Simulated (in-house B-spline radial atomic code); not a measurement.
# In⁴⁺: a fraction of an electron removed from 4d

Aim: the energy of In⁴⁺ as a fraction of an electron is removed from 4d, to see how far it bends away from a straight line.

Program: in-house B-spline radial atomic code version 1. Level of theory: scalar-relativistic (spin-free one-electron X2C) OLYP, spin-polarised, spherical fractional occupations, Fermi nucleus, basis-set limit. These are calculated values, not measurements, unless marked.

## 1. What is computed

```
element       : indium (Z = 49)
charge        : +4
electrons     : 45
configuration : [Kr] 4d9
Hamiltonian   : scalar-relativistic (X2C)
nucleus       : Fermi, rms radius 4.616 fm
```

The outer shells:

[Kr] 4d9
```
[Kr] core
4d [↑↓][↑↓][↑↓][↑↓][↑ ]
```

Where spins are not typed, each open shell is filled with up spins first.

## 2. The start, at fraction 0

Input settings:

```ini
Z = 49
electrons = 45.0
configuration = [Kr] 4d9
hamiltonian = x2c
method = optx,lyp
spin_polarised = True
nucleus = fermi
rms_radius = 4.6156
mass_number = 115
atomic_mass = 114.903878772
speed_of_light = 137.035999084
```

## 3. 0.09 electron removed from 4d

Changes to the settings of step 2:

```diff
@@ -1,4 +1,4 @@
 Z = 49
-electrons = 45.0
-configuration = [Kr] 4d9
+electrons = 44.91
+configuration = [Kr] 4d8.91
 hamiltonian = x2c
```

## 4. 0.14 electron removed from 4d

Changes to the settings of step 3:

```diff
@@ -1,4 +1,4 @@
 Z = 49
-electrons = 44.91
-configuration = [Kr] 4d8.91
+electrons = 44.86
+configuration = [Kr] 4d8.86
 hamiltonian = x2c
```

## 5. 0.33 electron removed from 4d

Changes to the settings of step 4:

```diff
@@ -1,4 +1,4 @@
 Z = 49
-electrons = 44.86
-configuration = [Kr] 4d8.86
+electrons = 44.67
+configuration = [Kr] 4d8.67
 hamiltonian = x2c
```

## 6. 0.5 electron removed from 4d

Changes to the settings of step 5:

```diff
@@ -1,4 +1,4 @@
 Z = 49
-electrons = 44.67
-configuration = [Kr] 4d8.67
+electrons = 44.5
+configuration = [Kr] 4d8.5
 hamiltonian = x2c
```

## 7. 0.59 electron removed from 4d

Changes to the settings of step 6:

```diff
@@ -1,4 +1,4 @@
 Z = 49
-electrons = 44.5
-configuration = [Kr] 4d8.5
+electrons = 44.41
+configuration = [Kr] 4d8.41
 hamiltonian = x2c
```

## 8. 0.67 electron removed from 4d

Changes to the settings of step 7:

```diff
@@ -1,4 +1,4 @@
 Z = 49
-electrons = 44.41
-configuration = [Kr] 4d8.41
+electrons = 44.33
+configuration = [Kr] 4d8.33
 hamiltonian = x2c
```

## 9. 0.76 electron removed from 4d

Changes to the settings of step 8:

```diff
@@ -1,4 +1,4 @@
 Z = 49
-electrons = 44.33
-configuration = [Kr] 4d8.33
+electrons = 44.24
+configuration = [Kr] 4d8.24
 hamiltonian = x2c
```

## 10. 0.98 electron removed from 4d

Changes to the settings of step 9:

```diff
@@ -1,4 +1,4 @@
 Z = 49
-electrons = 44.24
-configuration = [Kr] 4d8.24
+electrons = 44.019999999999996
+configuration = [Kr] 4d8.02
 hamiltonian = x2c
```

## 11. 1 electron removed from 4d

Changes to the settings of step 10:

```diff
@@ -1,4 +1,4 @@
 Z = 49
-electrons = 44.019999999999996
-configuration = [Kr] 4d8.02
+electrons = 44.0
+configuration = [Kr] 4d8
 hamiltonian = x2c
```

How does the energy change with the fraction, and which way and how far does it bend from the straight line between the ends?

**Answer**, as computed:

| fraction | energy change (eV) | less the straight line (eV) | level 4d down (eV) | sum of <r²> (bohr²) |
| --- | --- | --- | --- | --- |
| 0 | 0.0000 | 0.0000 | -64.887 | 22.668 |
| 0.09 | 5.9103 | -0.7262 | -66.454 | 22.439 |
| 0.14 | 9.2549 | -1.0685 | -67.329 | 22.313 |
| 0.33 | 22.3646 | -1.9691 | -70.674 | 21.844 |
| 0.5 | 34.6358 | -2.2333 | -73.698 | 21.435 |
| 0.59 | 41.3412 | -2.1644 | -75.310 | 21.222 |
| 0.67 | 47.4235 | -1.9811 | -76.750 | 21.036 |
| 0.76 | 54.4041 | -1.6370 | -78.376 | 20.829 |
| 0.98 | 72.0870 | -0.1766 | -82.384 | 20.333 |
| 1 | 73.7383 | 0.0000 | -82.751 | 20.289 |

What this shows: From fraction 0 to 1 the energy changes by 73.738 eV. It sags under the straight line by up to 2.23 eV (at 0.5); exact theory is straight between whole electron numbers, so this convex bend is an error (delocalisation) that favours fractional charges. Slater's transition state, the slope from the orbital energy at fraction 0.5 (Janak's theorem), gives 73.698 eV for the whole step. The tabulated ionisation energy is 69.3 ± 1.2 eV (semi-empirical; NIST Atomic Spectra Database), so the whole step is off by +4.44 eV, and minus the highest level at fraction 0 (64.887 eV) by -4.41 eV. Spin-orbit coupling is left out. Open shells are averaged (over orientations, and over spins where the run is restricted), while tables refer to the lowest levels.
